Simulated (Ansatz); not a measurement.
# Sn: the cost of one run

Method: DFT PBEsol, scalar-relativistic, plane waves, PAW, in Ansatz 0.2.0.

2 further runs of the same task are left out: 2 set aside as unsound or not needed. Runs told in other sessions of the task aren't counted.

## 1. Starting point

Symmetry: Im-3m, No. 229, cubic system. The conventional cell has a = 3.745 Å, b = 3.745 Å, c = 3.745 Å, α = 90.00°, β = 90.00°, γ = 90.00°. Sn (site symmetry m-3m) is surrounded by 8 Sn at 3.24 Å.

As a file:

```cif
data_structure
_symmetry_space_group_name_H-M 'P 1'
_symmetry_Int_Tables_number 1
_cell_length_a 3.2431
_cell_length_b 3.2431
_cell_length_c 3.2431
_cell_angle_alpha 109.471
_cell_angle_beta 109.471
_cell_angle_gamma 109.471
_cell_volume 26.26
loop_
_atom_site_label
_atom_site_type_symbol
_atom_site_fract_x
_atom_site_fract_y
_atom_site_fract_z
_atom_site_occupancy
Sn1 Sn 0.00000 0.00000 0.00000 1
```

It goes back to an entry of the Materials Project, which need not be the stable form.

It is the result of an earlier relaxation at this level (volume 26.26 Å³/atom; gap on the mesh: none (metal)).

## 2. The reference: the undisturbed cell on the scan's mesh

The input, input.yaml:

```yaml
crystal:
  lattice:
    - [-1.8723950216, 1.8723950216, 1.8723950216]
    - [1.8723950216, -1.8723950216, 1.8723950216]
    - [1.8723950216, 1.8723950216, -1.8723950216]
  atoms:
    - { symbol: Sn, position: [0.0, 0.0, 0.0] }
basis:
  ecutwfc: 420
kpoints:
  mp_grid: { grid: [22, 22, 22] }
hamiltonian:
  xc: pbesol
scf:
  occupations: { method: gaussian, width: 0.15 }
output:
  forces: true
  stress: true
  eigenvalues: true
```

The run is started by

```bash
ansatz run input.yaml --threads 1 --pin off --max-ram 2560MiB --backend cpu --events-out ev --progress --plain --runs-dir out
```

Q: Estimate wall time and peak memory on 1 thread of Arm Neoverse V1, shared host.

About 6 s, with a peak of 0.36 GiB.
